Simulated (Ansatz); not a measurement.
Runs of Ansatz 0.2.0 on Ta3N. The structure is trigonal, space group P-3m1 (No. 164). The conventional cell has a = 3.032 Å, b = 3.032 Å, c = 7.524 Å, α = 90.00°, β = 90.00°, γ = 120.00°. Ta (site symmetry 3m) has 3 N at 2.19 Å as nearest neighbours. Ta (site symmetry -3m) is surrounded by 12 Ta at 3.01 to 3.03 Å. N (site symmetry -3m) has 6 Ta at 2.19 Å as nearest neighbours. The cell comes from a database or a generator and needn't be the stable form of this composition.

```csv
task,potentials or basis,spin,k mesh,cutoff (eV),smearing,basis error allowed,mesh quality,gap on the mesh (eV),pressure (GPa),largest force (eV/Å)
band structure,"all-electron LAPW, relativistic spinors","SOC, no magnetisation",8 × 8 × 3,336,fermi-dirac 0.05 eV,0.002 eV/atom,coarse,-,-8.3,0.38
density of states,all-electron PAW datasets made for the crystal,off,10 × 10 × 4,480,fermi-dirac 0.05 eV,-,not flagged,none,-8.0,(a)
phonons,"all-electron LAPW, scalar-relativistic",off,10 × 10 × 4,360,fermi-dirac 0.05 eV,0.002 eV/atom,not flagged,none,-,(b)
band structure,"all-electron LAPW, scalar-relativistic",off,8 × 8 × 3,336,fermi-dirac 0.05 eV,0.002 eV/atom,coarse,-,-8.2,0.42
single point,"all-electron LAPW, scalar-relativistic",off,6 × 6 × 2,336,fermi-dirac 0.03 eV,0.002 eV/atom,coarse,none,(c),0.33
```

Alike in all rows: level PBEsol; cell as given.

**Question.** Fill in the values left out.

**Answer.** (a) 0.39; (b) 0.40; (c) -7.3.

Caveats: some runs use coarse meshes; the k mesh is thin for a metal, which can move the energy by tens of meV per atom (some runs); the program warned that the printed levels may be off, so bands, gaps and densities of states are rough (some runs); a metal's response needs a denser mesh (some runs); spin-orbit coupling is left out, which moves the levels of the heavy elements (some runs).

A k mesh can miss the band edges, and rows without SOC leave out spin-orbit coupling on Ta.

A gap of «none» marks a metal or a gap under the smearing width.

The runs don't all hold the same shells in valence.
